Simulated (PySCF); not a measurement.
# C5H6ClO2: the cost of one run

The runs use PySCF 2.14.0, with density-fitted response routines of our own; the level of theory stands in each step. All values are computed, except where a source is named. Atoms count from 0, in the outputs and in this text.

### 1 The starting structure

14 atoms, charge -1, multiplicity 1; geometry from: GFN2-xTB. The atoms were then displaced at random by about 0.01 Å, so the start is not that level's minimum.

Bonds of the start (Å): C0–C1 1.34, C1–C2 1.48, C2–C3 1.45, C3–Cl4 1.83, C2–C5 1.69, C5–O6 1.21, C5–O7 1.22, C0–H8 1.09, C0–H9 1.05, C1–H10 1.09, C2–H11 1.08, C3–H12 1.08, C3–H13 1.13.

### 2 Geometry optimisation at PBE0-D3(BJ)/def2-SVP

Job settings and geometry (Å):

```
{"job": {"xc": "PBE0", "basis": "def2-SVP", "d3": "d3bj", "grid": 1, "shake": 0.01, "kind": "geom"}, "charge": -1, "multiplicity": 1}
C      2.130310    -0.205870    -0.601610
C      0.971730    -0.424350     0.041990
C     -0.331670     0.228230    -0.237820
C     -1.461650    -0.666280    -0.098390
Cl    -1.471790    -2.077580    -1.263110
C     -0.530210     1.394970     0.963130
O     -0.410380     2.528370     0.544590
O     -0.753070     0.932980     2.065700
H      2.145770     0.505390    -1.422070
H      3.040480    -0.642620    -0.311200
H      0.968460    -1.101880     0.898570
H     -0.297690     0.769690    -1.172980
H     -1.560840    -1.107090     0.887960
H     -2.446610    -0.149030    -0.302520
```

Command:

```sh
OMP_NUM_THREADS=1 python probes_run.py task.json out
```

One launch serves the whole session: the jobs run in the order shown.

**Question.** How long does this first job take on 1 thread of Intel Xeon 6975P-C, shared host, and how much memory does it need?

About 76 s, with a peak of 0.59 GiB.
